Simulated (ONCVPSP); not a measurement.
# Pseudopotential generation for N: ONCV, PBEsol

Aim: build the potential from the settings below, then test how well it stands in for the atom: other configurations, scattering, ghost states and the plane-wave cutoff that it needs.

Method: ONCVPSP 4.0.1.1 (patched build), PBEsol, scalar-relativistic.

## (1) The design

The settings as typed:

| Property | Result |
| --- | --- |
| element | nitrogen (N, Z = 7) |
| type | optimised norm-conserving Vanderbilt (ONCV) |
| frozen core | [He] |
| valence charge | 5 |
| reference configuration | 2s2 2p3 |
| partial waves | 2s: rc 0.80 bohr, ncon 4, nbas 7, qcut 5.7 1/bohr, 2 projectors, debl 2.7 Ha; 2p: rc 1.90 bohr, ncon 3, nbas 6, qcut 4.8 1/bohr, 2 projectors, debl 3.6 Ha; d scattering state at 0.06 Ha: rc 1.70 bohr, ncon 5, nbas 9, qcut 3.4 1/bohr, 1 projector |
| local potential | polynomial inside 0.55 bohr (lpopt 5, dvloc0 4 Ha) |
| core correction | not asked for |

An earlier all-electron run gives the scale for the radii.

All-electron outer shells of the reference configuration (PBEsol, scalar-relativistic, ld1.x):

```csv
shell,level (eV),outermost node (bohr),outermost maximum (bohr)
1s,-383.09,–,0.15
2s,-18.46,0.32,1.02
2p,-7.04,–,0.98
```

## (2) Generation

The input, N.dat:

```
# ATOM AND REFERENCE CONFIGURATION
# atsym  z   nc   nv     iexc    psfile
  N 7.00    1    2  -116133      upf
#
#   n    l    f
    1    0    2.00
    2    0    2.00
    2    1    3.00
#
# PSEUDOPOTENTIAL AND OPTIMIZATION
# lmax
    2
#
#   l,   rc,      ep,       ncon, nbas, qcut
    0    0.80    0.00    4    7    5.70
    1    1.90    0.00    3    6    4.80
    2    1.70    0.06    5    9    3.40
#
# LOCAL POTENTIAL
# lloc, lpopt,  rc(5),   dvloc0
    4    5    0.55    4.00
#
# VANDERBILT-KLEINMAN-BYLANDER PROJECTORs
# l, nproj, debl
    0    2    2.70
    1    2    3.60
    2    1    1.10
#
# MODEL CORE CHARGE
# icmod, fcfact, rcfact
    0    0.00    0.00
#
# LOG DERIVATIVE ANALYSIS
# epsh1, epsh2, depsh
   -2.00    5.00    0.02
#
# OUTPUT GRID
# rlmax, drl
    6.00    0.01
#
# TEST CONFIGURATIONS
# ncnf
    4
# nvcnf
#   n    l    f
    2
    2    0    2.00
    2    1    2.00
#
    2
    2    0    2.00
    2    1    1.00
#
    2
    2    0    2.00
    2    1    0.00
#
    2
    2    0    0.00
    2    1    5.00
#
```

Command:

```bash
$ oncvpsp.x < N.dat > N.out
```

What does the calculation give? Wanted: cutoffs for 1 and 0.1 mHa per electron, occupied waves; bound ghosts; GHOST(+) flags; largest test error; largest phase difference near zero energy, channels read.

The runs gave:

```
                                                quantity                                                              value
  cutoffs for 1 and 0.1 mHa per electron, occupied waves                                                   66 Ha and 155 Ha
                                            bound ghosts                                                         none found
                                          GHOST(+) flags  p at 122 eV, d at 70 eV (1 near or above the test basis's cutoff)
                            largest test error (AE − PS)                                             +2857 meV, for 2s2 2p0
largest phase difference near zero energy, channels read                                                          0.019 rad
```

In words: By total energies transferability is poor: the largest error is 2857 meV on 89.1 eV, for 2s2 2p0. That test lies far up in energy; among those under 40 eV, nearer to bonding, the largest error is 114 meV. By its cutoff, 66 Ha for the looser tolerance, it is very hard. At the looser tolerance the 2s wave is the slowest; 2p needs 14 Ha. It is free of bound ghosts as far as tested. Near zero energy the phases of the channels with partial waves agree within 0.019 rad. The program also flags highly localised states, GHOST(+) (p, d). All of this concerns the isolated atom, not yet a solid.
